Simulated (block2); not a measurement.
# DMRG/ANO-RCC-MB run of GeS (germanium sulfide), part 2 of 2

block2 0.5.4. The steps go on from the part before.

## Step 3: The doublet anion: a single-point energy at DMRG/ANO-RCC-MB

File job.py:

```python
import numpy as np
from pyscf import cc, dft, gto, mcscf, mp, scf
from pyblock2._pyscf.ao2mo import integrals as itg
from pyblock2.driver.core import DMRGDriver, SymmetryTypes

geom = """
S      0.000000     0.000000     0.000000
Ge     0.000000     0.000000     2.012086
"""
mol = gto.M(
    atom=geom,
    basis="ano-rcc-mb",
    charge=-1,
    spin=1,
    verbose=4,
    max_memory=2000,
)
print("basis functions          = %d" % (mol.nao))
mf = scf.ROHF(mol)
mf.conv_tol = 1e-10
mf.max_cycle = 200
mf.kernel()
if not mf.converged:
    mf = mf.newton().run(mf.mo_coeff, mf.mo_occ)
print(f"SCF energy               = {mf.e_tot:.10f}")
# MP2, CCSD and CCSD(T) with the same frozen core
ref = scf.UHF(mol).run(mf.make_rdm1(), conv_tol=1e-10)
pt = mp.MP2(ref, frozen=14).run()
mycc = cc.CCSD(ref, frozen=14)
mycc.max_cycle = 150
mycc.kernel()
print(f"E(MP2)                   = {pt.e_tot:.10f}")
if mycc.converged:
    print(f"E(CCSD)                  = {mycc.e_tot:.10f}")
    print("E(CCSD(T))               = %.10f" % (mycc.e_tot + mycc.ccsd_t()))
# a few density functionals on the same geometry and basis
ks = dft.UKS(mol, xc="tpssh").set(conv_tol=1e-9, verbose=3).run(mf.make_rdm1())
if ks.converged:
    print("E(TPSSh)                 = %.8f" % (ks.e_tot))
ks = dft.UKS(mol, xc="m062x").set(conv_tol=1e-9, verbose=3).run(mf.make_rdm1())
if ks.converged:
    print(f"E(M06-2X)                = {ks.e_tot:.8f}")
ks = dft.UKS(mol, xc="pbe").set(conv_tol=1e-9, verbose=3).run(mf.make_rdm1())
if ks.converged:
    print(f"E(PBE)                   = {ks.e_tot:.8f}")
ncas, n_elec, spin, ecore, h1e, g2e, orb_sym = itg.get_rhf_integrals(mf, ncore=14, ncas=13, pg_symm=False, g2e_symm=1)
driver = DMRGDriver(scratch="./tmp", symm_type=SymmetryTypes.SU2, stack_mem=1500 << 20, n_threads=1)
# order the orbitals along the chain
idx = driver.orbital_reordering(h1e, g2e, method="gaopt")
print("orbital order:", idx.tolist())
h1e = h1e[np.ix_(idx, idx)]
g2e = g2e[np.ix_(idx, idx, idx, idx)]
orb_sym = np.array(orb_sym)[idx]
driver.initialize_system(n_sites=ncas, n_elec=n_elec, spin=spin, orb_sym=orb_sym)
mpo = driver.get_qc_mpo(h1e=h1e, g2e=g2e, ecore=ecore, iprint=0)
occs = np.array([1.9] * 10 + [1.0] * 1 + [0.1] * 2)[idx]
ket = driver.get_random_mps(tag="GS", bond_dim=50, nroots=1, occs=occs)
bond_dims = [50] * 2 + [75] * 4 + [100] * 3
noises = [0.0001] * 2 + [0.0001] * 4 + [1e-05] * 3 + [0]
thrds = [1e-07] * 9
e = driver.dmrg(mpo, ket, n_sweeps=15, tol=1e-07, bond_dims=bond_dims, noises=noises, thrds=thrds, iprint=2)
ms, dws, es = driver.get_dmrg_results()
print("discarded weight         = %.3e" % (dws[-1]))
print(f"total energy             = {e:.10f}")
dm1 = driver.get_1pdm(ket)
print("natural occupations      =", np.round(np.linalg.eigvalsh(dm1)[::-1], 5).tolist())
c_act = mf.mo_coeff[:, 14:27][:, idx]
dm_ao = c_act @ dm1 @ c_act.T + 2 * mf.mo_coeff[:, :14] @ mf.mo_coeff[:, :14].T
print("dipole / D               =", np.round(scf.hf.dip_moment(mol, dm_ao, verbose=0), 4).tolist())
print(f"max block entropy        = {max(driver.get_bipartite_entanglement(ket)):.4f}")
csf, coef = driver.get_csf_coefficients(ket, cutoff=0.1, iprint=1)
print(f"leading coefficient squared = {np.max(np.abs(coef)) ** 2:.4f}")
# exact diagonalisation in the same space
ci = mcscf.CASCI(mf, 13, (11, 10))
ci.fix_spin_(ss=0.75)
ci.fcisolver.conv_tol = 1e-10
ci.fcisolver.max_cycle = 200
ci.kernel()
print("FCI energy               = %.10f" % (ci.e_tot))
```

Run with:

```sh
$ python job.py
```

Log:

```text
[INPUT] verbose = 4
[INPUT] num. atoms = 2
[INPUT] num. electrons = 49
[INPUT] charge = -1
[INPUT] spin (= nelec alpha-beta = 2S) = 1
[INPUT] symmetry False subgroup None
[INPUT] Mole.unit = angstrom
[INPUT] Symbol           X                Y                Z      unit          X                Y                Z       unit  Magmom
[INPUT]  1 S      0.000000000000   0.000000000000   0.000000000000 AA    0.000000000000   0.000000000000   0.000000000000 Bohr   0.0
[INPUT]  2 Ge     0.000000000000   0.000000000000   2.012086000000 AA    0.000000000000   0.000000000000   3.802291479072 Bohr   0.0

nuclear repulsion = 134.655641951209
number of shells = 5
number of NR pGTOs = 179
number of NR cGTOs = 27
basis = ano-rcc-mb
ecp = {}
CPU time:         0.75
basis functions          = 27

******** <class 'pyscf.scf.rohf.ROHF'> ********
method = ROHF
initial guess = minao
damping factor = 0
level_shift factor = 0
DIIS = <class 'pyscf.scf.diis.CDIIS'>
diis_start_cycle = 1
diis_space = 8
diis_damp = 0
SCF conv_tol = 1e-10
SCF conv_tol_grad = None
SCF max_cycles = 200
direct_scf = True
direct_scf_tol = 1e-13
chkfile to save SCF result = tmpgd98ckbg
max_memory 2000 MB (current use 121 MB)
num. doubly occ = 24  num. singly occ = 1
Set gradient conv threshold to 1e-05
init E= -2459.35850741559

[... the frontier-level lines of each cycle are left out ...]

cycle= 1 E= -2459.23298897112  delta_E= 0.126  |g|= 0.203  |ddm|=  1.6
cycle= 2 E= -2459.25575732828  delta_E= -0.0228  |g|= 0.115  |ddm|= 0.638
cycle= 3 E= -2459.26598043383  delta_E= -0.0102  |g|= 0.0125  |ddm|= 0.216
cycle= 4 E= -2459.26630895651  delta_E= -0.000329  |g|= 0.0058  |ddm|= 0.0479
cycle= 5 E= -2459.26639791419  delta_E= -8.9e-05  |g|= 0.00112  |ddm|= 0.0302
cycle= 6 E= -2459.26640299614  delta_E= -5.08e-06  |g|= 0.000394  |ddm|= 0.00793
cycle= 7 E= -2459.26640328808  delta_E= -2.92e-07  |g|= 0.000107  |ddm|= 0.00179
cycle= 8 E= -2459.26640330624  delta_E= -1.82e-08  |g|= 5.48e-06  |ddm|= 0.000563
cycle= 9 E= -2459.26640330628  delta_E= -3.73e-11  |g|= 4.79e-07  |ddm|= 2.57e-05
Extra cycle  E= -2459.26640330628  delta_E=    0  |g|= 1.62e-07  |ddm|= 1.39e-06
converged SCF energy = -2459.26640330628
SCF energy               = -2459.2664033063

******** <class 'pyscf.scf.uhf.UHF'> ********
method = UHF
initial guess = minao
damping factor = 0
level_shift factor = 0
DIIS = <class 'pyscf.scf.diis.CDIIS'>
diis_start_cycle = 1
diis_space = 8
diis_damp = 0
SCF conv_tol = 1e-10
SCF conv_tol_grad = None
SCF max_cycles = 50
direct_scf = True
direct_scf_tol = 1e-13
chkfile to save SCF result = tmp_esywgej
max_memory 2000 MB (current use 125 MB)
number electrons alpha = 25  beta = 24
Set gradient conv threshold to 1e-05
init E= -2459.26640330628
cycle= 1 E= -2459.26675535549  delta_E= -0.000352  |g|= 0.00669  |ddm|= 0.0418
cycle= 2 E= -2459.26685787354  delta_E= -0.000103  |g|= 0.00393  |ddm|= 0.0206
cycle= 3 E= -2459.26693866023  delta_E= -8.08e-05  |g|= 0.00228  |ddm|= 0.0241
cycle= 4 E= -2459.26702004111  delta_E= -8.14e-05  |g|= 0.000945  |ddm|= 0.0392
cycle= 5 E= -2459.26703542943  delta_E= -1.54e-05  |g|= 0.000334  |ddm|= 0.0228
cycle= 6 E= -2459.26703588635  delta_E= -4.57e-07  |g|= 0.000151  |ddm|= 0.00282
cycle= 7 E= -2459.26703603153  delta_E= -1.45e-07  |g|= 2.65e-05  |ddm|= 0.00172
cycle= 8 E= -2459.2670360341  delta_E= -2.57e-09  |g|= 1.03e-05  |ddm|= 0.000135
cycle= 9 E= -2459.26703603468  delta_E= -5.81e-10  |g|= 3.04e-06  |ddm|= 9.72e-05
cycle= 10 E= -2459.2670360347  delta_E= -2.23e-11  |g|= 4.04e-07  |ddm|= 1.99e-05
Extra cycle  E= -2459.2670360347  delta_E= 1.82e-12  |g|= 2.31e-07  |ddm|= 1.41e-06
converged SCF energy = -2459.2670360347  <S^2> = 0.76162793  2S+1 = 2.0115943

******** <class 'pyscf.mp.ump2.UMP2'> ********
nocc = (np.int64(11), np.int64(10)), nmo = (13, 13)
frozen orbitals 14
max_memory 2000 MB (current use 129 MB)
E(UMP2) = -2459.30398009395  E_corr = -0.0369440592525496
E(SCS-UMP2) = -2459.3042211188  E_corr = -0.0371850841005073
E_corr(same-spin) = -0.00824744654140633
E_corr(oppo-spin) = -0.0286966127111432

******** <class 'pyscf.cc.uccsd.UCCSD'> ********
CC2 = 0
CCSD nocc = (np.int64(11), np.int64(10)), nmo = (13, 13)
frozen orbitals 14
max_cycle = 150
direct = 0
conv_tol = 1e-07
conv_tol_normt = 1e-06
diis_space = 6
diis_start_cycle = 0
diis_start_energy_diff = 1e+09
max_memory 2000 MB (current use 130 MB)
Init t2, MP2 energy = -0.0369440580053601
Init E_corr(UCCSD) = -0.0369440580054493
cycle = 1  E_corr(UCCSD) = -0.0410747781058692  dE = -0.0041307201  norm(t1,t2) = 0.0762213
cycle = 2  E_corr(UCCSD) = -0.0437176401435978  dE = -0.00264286204  norm(t1,t2) = 0.0273693
cycle = 3  E_corr(UCCSD) = -0.0452366395295577  dE = -0.00151899939  norm(t1,t2) = 0.0156735
cycle = 4  E_corr(UCCSD) = -0.0453937718154162  dE = -0.000157132286  norm(t1,t2) = 0.00463576
cycle = 5  E_corr(UCCSD) = -0.0454042305606733  dE = -1.04587453e-05  norm(t1,t2) = 0.00302747
cycle = 6  E_corr(UCCSD) = -0.0454441032870366  dE = -3.98727264e-05  norm(t1,t2) = 0.00148284
cycle = 7  E_corr(UCCSD) = -0.0454431946824244  dE = 9.08604612e-07  norm(t1,t2) = 0.000335735
cycle = 8  E_corr(UCCSD) = -0.0454491765759084  dE = -5.98189348e-06  norm(t1,t2) = 0.00011262
cycle = 9  E_corr(UCCSD) = -0.045451045007293  dE = -1.86843138e-06  norm(t1,t2) = 6.5246e-05
cycle = 10  E_corr(UCCSD) = -0.0454498528405592  dE = 1.19216673e-06  norm(t1,t2) = 2.14766e-05
[... 3 lines left out ...]
UCCSD converged
[... 37 lines left out ...]
SCF energy = -2461.20984723955 after 50 cycles  <S^2> = 0.75367658  2S+1 = 2.0036732
[... 20 lines left out ...]
 --> Site =    3-   4 .. Mmps =   50 Ndav =  11 E =  -2459.2850731545 Error = 1.47e-08 FLOPS = 2.44e+09 Tdav = 0.02 T = 0.04
[... 3 lines left out ...]
 --> Site =    7-   8 .. Mmps =   50 Ndav =   3 E =  -2459.3051088809 Error = 9.90e-11 FLOPS = 1.85e+09 Tdav = 0.00 T = 0.04
[... 3 lines left out ...]
 --> Site =   11-  12 .. Mmps =   21 Ndav =   2 E =  -2459.3051673096 Error = 1.96e-20 FLOPS = 3.54e+08 Tdav = 0.00 T = 0.01
[... 12 lines left out ...]
 <-- Site =    8-   9 .. Mmps =   41 Ndav =   2 E =  -2459.3051675163 Error = 0.00e+00 FLOPS = 1.90e+09 Tdav = 0.00 T = 0.03
[... 3 lines left out ...]
 <-- Site =    4-   5 .. Mmps =   50 Ndav =   4 E =  -2459.3068555037 Error = 4.27e-07 FLOPS = 3.03e+09 Tdav = 0.02 T = 0.08
[... 3 lines left out ...]
 <-- Site =    0-   1 .. Mmps =   38 Ndav =   7 E =  -2459.3152694508 Error = 1.75e-20 FLOPS = 4.77e+08 Tdav = 0.00 T = 0.01
[... 12 lines left out ...]
 --> Site =    3-   4 .. Mmps =   75 Ndav =   4 E =  -2459.3159207464 Error = 2.66e-08 FLOPS = 2.80e+09 Tdav = 0.01 T = 0.06
[... 3 lines left out ...]
 --> Site =    7-   8 .. Mmps =   75 Ndav =   2 E =  -2459.3159350931 Error = 8.88e-10 FLOPS = 3.11e+09 Tdav = 0.01 T = 0.09
[... 3 lines left out ...]
 --> Site =   11-  12 .. Mmps =   36 Ndav =   1 E =  -2459.3159350922 Error = 3.16e-20 FLOPS = 4.08e+08 Tdav = 0.00 T = 0.01
[... 12 lines left out ...]
 <-- Site =    8-   9 .. Mmps =   75 Ndav =   1 E =  -2459.3159350922 Error = 6.33e-17 FLOPS = 1.97e+09 Tdav = 0.00 T = 0.05
[... 3 lines left out ...]
 <-- Site =    4-   5 .. Mmps =   75 Ndav =   2 E =  -2459.3159356855 Error = 8.10e-08 FLOPS = 3.21e+09 Tdav = 0.02 T = 0.13
[... 3 lines left out ...]
 <-- Site =    0-   1 .. Mmps =   56 Ndav =   1 E =  -2459.3159355055 Error = 2.93e-20 FLOPS = 4.57e+08 Tdav = 0.00 T = 0.02
[... 12 lines left out ...]
 --> Site =    3-   4 .. Mmps =   75 Ndav =   2 E =  -2459.3159356938 Error = 3.77e-08 FLOPS = 3.13e+09 Tdav = 0.01 T = 0.07
[... 3 lines left out ...]
 --> Site =    7-   8 .. Mmps =   75 Ndav =   1 E =  -2459.3159356002 Error = 7.50e-10 FLOPS = 2.81e+09 Tdav = 0.01 T = 0.10
[... 3 lines left out ...]
 --> Site =   11-  12 .. Mmps =   35 Ndav =   1 E =  -2459.3159355999 Error = 2.99e-20 FLOPS = 3.91e+08 Tdav = 0.00 T = 0.01
[... 12 lines left out ...]
 <-- Site =    8-   9 .. Mmps =   75 Ndav =   1 E =  -2459.3159355999 Error = 1.09e-16 FLOPS = 2.04e+09 Tdav = 0.00 T = 0.05
[... 3 lines left out ...]
 <-- Site =    4-   5 .. Mmps =   75 Ndav =   2 E =  -2459.3159357516 Error = 7.78e-08 FLOPS = 3.20e+09 Tdav = 0.02 T = 0.12
[... 3 lines left out ...]
 <-- Site =    0-   1 .. Mmps =   54 Ndav =   1 E =  -2459.3159355038 Error = 1.48e-20 FLOPS = 4.95e+08 Tdav = 0.00 T = 0.02
[... 12 lines left out ...]
 --> Site =    3-   4 .. Mmps =  100 Ndav =   2 E =  -2459.3159356977 Error = 7.02e-11 FLOPS = 3.11e+09 Tdav = 0.01 T = 0.07
[... 3 lines left out ...]
 --> Site =    7-   8 .. Mmps =  100 Ndav =   1 E =  -2459.3159359418 Error = 2.93e-11 FLOPS = 3.16e+09 Tdav = 0.01 T = 0.15
[... 3 lines left out ...]
 --> Site =   11-  12 .. Mmps =   34 Ndav =   1 E =  -2459.3159359418 Error = 3.31e-20 FLOPS = 4.64e+08 Tdav = 0.00 T = 0.02
[... 12 lines left out ...]
 <-- Site =    8-   9 .. Mmps =   80 Ndav =   1 E =  -2459.3159359418 Error = 0.00e+00 FLOPS = 2.34e+09 Tdav = 0.00 T = 0.06
[... 2 lines left out ...]
 <-- Site =    5-   6 .. Mmps =  100 Ndav =   1 E =  -2459.3159359417 Error = 1.13e-09 FLOPS = 3.39e+09 Tdav = 0.02 T = 0.44
 <-- Site =    4-   5 .. Mmps =  100 Ndav =   1 E =  -2459.3159359407 Error = 1.94e-09 FLOPS = 3.22e+09 Tdav = 0.02 T = 0.17
 <-- Site =    3-   4 .. Mmps =  100 Ndav =   1 E =  -2459.3159359399 Error = 4.24e-09 FLOPS = 2.82e+09 Tdav = 0.01 T = 0.10
 <-- Site =    2-   3 .. Mmps =  100 Ndav =   1 E =  -2459.3159359396 Error = 7.21e-11 FLOPS = 1.94e+09 Tdav = 0.00 T = 0.06
 <-- Site =    1-   2 .. Mmps =  100 Ndav =   1 E =  -2459.3159359396 Error = 4.80e-13 FLOPS = 1.36e+09 Tdav = 0.00 T = 0.03
 <-- Site =    0-   1 .. Mmps =   69 Ndav =   1 E =  -2459.3159359396 Error = 2.41e-20 FLOPS = 6.14e+08 Tdav = 0.00 T = 0.02
[... 6 lines left out ...]
 | Teff = 1.181 | Tprt = 0.067 | Teig = 0.099 | Tblk = 1.399 | Tmve = 0.105 | Tdm = 0.005 | Tsplt = 0.014 | Tsvd = 0.000 | Torth = 0.000

Sweep =    8 | Direction =  forward | Bond dimension =  100 | Noise =  1.00e-05 | Dav threshold =  1.00e-07
 --> Site =    0-   1 .. Mmps =    4 Ndav =   1 E =  -2459.3159359396 Error = 0.00e+00 FLOPS = 6.10e+08 Tdav = 0.00 T = 0.00
 --> Site =    1-   2 .. Mmps =   15 Ndav =   1 E =  -2459.3159359396 Error = 0.00e+00 FLOPS = 1.38e+09 Tdav = 0.00 T = 0.03
 --> Site =    2-   3 .. Mmps =   48 Ndav =   1 E =  -2459.3159359396 Error = 0.00e+00 FLOPS = 2.32e+09 Tdav = 0.00 T = 0.04
 --> Site =    3-   4 .. Mmps =  100 Ndav =   1 E =  -2459.3159359396 Error = 6.90e-11 FLOPS = 2.89e+09 Tdav = 0.01 T = 0.08
 --> Site =    4-   5 .. Mmps =  100 Ndav =   1 E =  -2459.3159359396 Error = 1.50e-09 FLOPS = 3.18e+09 Tdav = 0.02 T = 0.17
 --> Site =    5-   6 .. Mmps =  100 Ndav =   1 E =  -2459.3159359395 Error = 2.06e-09 FLOPS = 3.45e+09 Tdav = 0.02 T = 0.44
 --> Site =    6-   7 .. Mmps =  100 Ndav =   2 E =  -2459.3159359598 Error = 2.01e-10 FLOPS = 3.64e+09 Tdav = 0.05 T = 0.47
 --> Site =    7-   8 .. Mmps =  100 Ndav =   1 E =  -2459.3159359595 Error = 4.50e-11 FLOPS = 3.19e+09 Tdav = 0.01 T = 0.15
 --> Site =    8-   9 .. Mmps =  100 Ndav =   1 E =  -2459.3159359594 Error = 5.36e-12 FLOPS = 2.47e+09 Tdav = 0.00 T = 0.08
 --> Site =    9-  10 .. Mmps =  100 Ndav =   1 E =  -2459.3159359594 Error = 7.14e-15 FLOPS = 1.73e+09 Tdav = 0.00 T = 0.05
 --> Site =   10-  11 .. Mmps =   81 Ndav =   1 E =  -2459.3159359594 Error = 5.10e-20 FLOPS = 1.15e+09 Tdav = 0.00 T = 0.03
 --> Site =   11-  12 .. Mmps =   34 Ndav =   1 E =  -2459.3159359594 Error = 2.98e-20 FLOPS = 4.47e+08 Tdav = 0.00 T = 0.01
Time elapsed =      9.788 | E =   -2459.3159359598 | DE = -1.80e-08 | DW = 2.06320e-09
Time sweep =        1.555 | 390 MFLOP/SWP
 | Dmem = 2.13 MB (4%) | Imem = 57.6 KB (97%) | Hmem = 48.7 MB | Wmem = 50.5 KB | Pmem = 685 KB
 | Tread = 0.029 | Twrite = 0.017 | Tfpread = 0.027 | Tfpwrite = 0.014 | Tmporead = 0.000
 | data = 10.7 MB | cpsd = 8.30 MB | Tasync = 0.000
 | Trot = 0.080 | Tctr = 0.001 | Tint = 0.001 | Tmid = 0.000 | Tdctr = 0.016 | Tdiag = 0.007 | Tinfo = 0.024
 | Teff = 1.196 | Tprt = 0.056 | Teig = 0.123 | Tblk = 1.425 | Tmve = 0.129 | Tdm = 0.005 | Tsplt = 0.013 | Tsvd = 0.000 | Torth = 0.000

Sweep =    9 | Direction = backward | Bond dimension =  100 | Noise =  0.00e+00 | Dav threshold =  1.00e-08
 <-- Site =   11-  12 .. Mmps =    3 Ndav =   1 E =  -2459.3159359594 Error = 0.00e+00 FLOPS = 4.28e+08 Tdav = 0.00 T = 0.00
 <-- Site =   10-  11 .. Mmps =   10 Ndav =   1 E =  -2459.3159359594 Error = 0.00e+00 FLOPS = 1.17e+09 Tdav = 0.00 T = 0.02
 <-- Site =    9-  10 .. Mmps =   26 Ndav =   1 E =  -2459.3159359594 Error = 2.23e-29 FLOPS = 1.72e+09 Tdav = 0.00 T = 0.04
 <-- Site =    8-   9 .. Mmps =   48 Ndav =   1 E =  -2459.3159359594 Error = 5.92e-26 FLOPS = 2.51e+09 Tdav = 0.00 T = 0.06
 <-- Site =    7-   8 .. Mmps =   62 Ndav =   1 E =  -2459.3159359594 Error = 1.07e-23 FLOPS = 2.98e+09 Tdav = 0.01 T = 0.10
 <-- Site =    6-   7 .. Mmps =   92 Ndav =   1 E =  -2459.3159359594 Error = 3.38e-20 FLOPS = 3.30e+09 Tdav = 0.02 T = 0.37
 <-- Site =    5-   6 .. Mmps =  100 Ndav =   2 E =  -2459.3159359730 Error = 8.19e-11 FLOPS = 3.59e+09 Tdav = 0.05 T = 0.41
 <-- Site =    4-   5 .. Mmps =  100 Ndav =   2 E =  -2459.3159359811 Error = 2.87e-11 FLOPS = 3.47e+09 Tdav = 0.04 T = 0.19
 <-- Site =    3-   4 .. Mmps =  100 Ndav =   1 E =  -2459.3159359809 Error = 5.65e-19 FLOPS = 2.87e+09 Tdav = 0.01 T = 0.09
 <-- Site =    2-   3 .. Mmps =   78 Ndav =   1 E =  -2459.3159359809 Error = 4.54e-20 FLOPS = 2.06e+09 Tdav = 0.00 T = 0.06
 <-- Site =    1-   2 .. Mmps =   67 Ndav =   1 E =  -2459.3159359809 Error = 1.10e-20 FLOPS = 1.39e+09 Tdav = 0.00 T = 0.03
 <-- Site =    0-   1 .. Mmps =   36 Ndav =   1 E =  -2459.3159359809 Error = 1.34e-20 FLOPS = 4.85e+08 Tdav = 0.00 T = 0.01
Time elapsed =     11.176 | E =   -2459.3159359811 | DE = -2.13e-08 | DW = 8.18959e-11
Time sweep =        1.388 | 436 MFLOP/SWP
 | Dmem = 2.23 MB (4%) | Imem = 57.6 KB (97%) | Hmem = 43.6 MB | Wmem = 50.6 KB | Pmem = 0 B
 | Tread = 0.014 | Twrite = 0.013 | Tfpread = 0.014 | Tfpwrite = 0.011 | Tmporead = 0.000
 | data = 8.44 MB | cpsd = 6.18 MB | Tasync = 0.000
 | Trot = 0.064 | Tctr = 0.000 | Tint = 0.001 | Tmid = 0.000 | Tdctr = 0.001 | Tdiag = 0.007 | Tinfo = 0.008
 | Teff = 1.112 | Tprt = 0.000 | Teig = 0.138 | Tblk = 1.297 | Tmve = 0.090 | Tdm = 0.000 | Tsplt = 0.012 | Tsvd = 0.000 | Torth = 0.000

discarded weight         = 8.190e-11
total energy             = -2459.3159359811
natural occupations      = [1.99996, 1.99993, 1.99992, 1.9999, 1.9999, 1.99874, 1.98454, 1.98048, 1.9681, 1.93773, 1.01886, 0.07946, 0.03248]
dipole / D               = [-0.0, -0.0, -4.9391]
max block entropy        = 0.3106
DTRIE T =      0.002
Number of CSF =          2 (cutoff =       0.1)
Sum of weights of included CSF =    0.941495647031042

CSF          0 2202-22022222  =   -0.962772302925352
CSF          1 0222-22022222  =    0.120686120788003
leading coefficient squared = 0.9269

******** <class 'pyscf.mcscf.casci.CASCI'> ********
CAS (11e+10e, 13o), ncore = 14, nvir = 0
natorb = False
canonicalization = True
sorting_mo_energy = False
max_memory 2000 MB (current use 286 MB)
******** <class 'pyscf.fci.addons.SpinPenaltyFCISolver'> ********
max. cycles = 200
conv_tol = 1e-10
davidson only = True
linear dependence = 1e-12
level shift = 0.001
max iter space = 12
max_memory 2000 MB
nroots = 1
pspace_size = 400
spin = None
Density matrix diagonal elements [1.9998628  1.99989614 1.99989633 1.99994253 1.99992951 1.99538376
 1.98568685 1.97941748 1.93419925 1.96892635 1.01992378 0.08299186
 0.03394335]
CASCI converged
CASCI E = -2459.31593598601  E(CI) = -126.517158464831  S^2 = 0.7500000
FCI energy               = -2459.3159359860
```

It took 38 s on 1 thread of Arm Neoverse V1, shared host; peak memory 0.3 GiB.

## Step 4: Summary of results

The summary covers parts 1 to 2.

Level: DMRG/ANO-RCC-MB, 14 core orbitals frozen.

```
                                                                       quantity           value
                                           run 1, DMRG/ANO-RCC-MB: total energy  -2459.36567 Eh
run 1, DMRG/ANO-RCC-MB: dipole moment (of the density that the program reports)          1.92 D
                         run 1, DMRG/ANO-RCC-MB: T1 diagnostic of the CCSD step           0.023
                                                    doublet anion: total energy  -2459.31594 Eh
                              vertical electron affinity (to the doublet anion)       -1.353 eV
```

The anion lies 1.35 eV (31 kcal/mol) above the neutral: the electron isn't bound at this level, and such a value depends on the basis. Without diffuse functions anions come out too high. In a minimal basis such a difference can be off by several eV, whatever the method. The T1 diagnostic (run 1, DMRG/ANO-RCC-MB) of 0.023 is above the customary mark for such species, so a single reference may not serve. The basis (run 1, DMRG/ANO-RCC-MB) was made for a relativistic Hamiltonian, but the run is non-relativistic. The basis (doublet anion) was made for a relativistic Hamiltonian, but the run is non-relativistic.
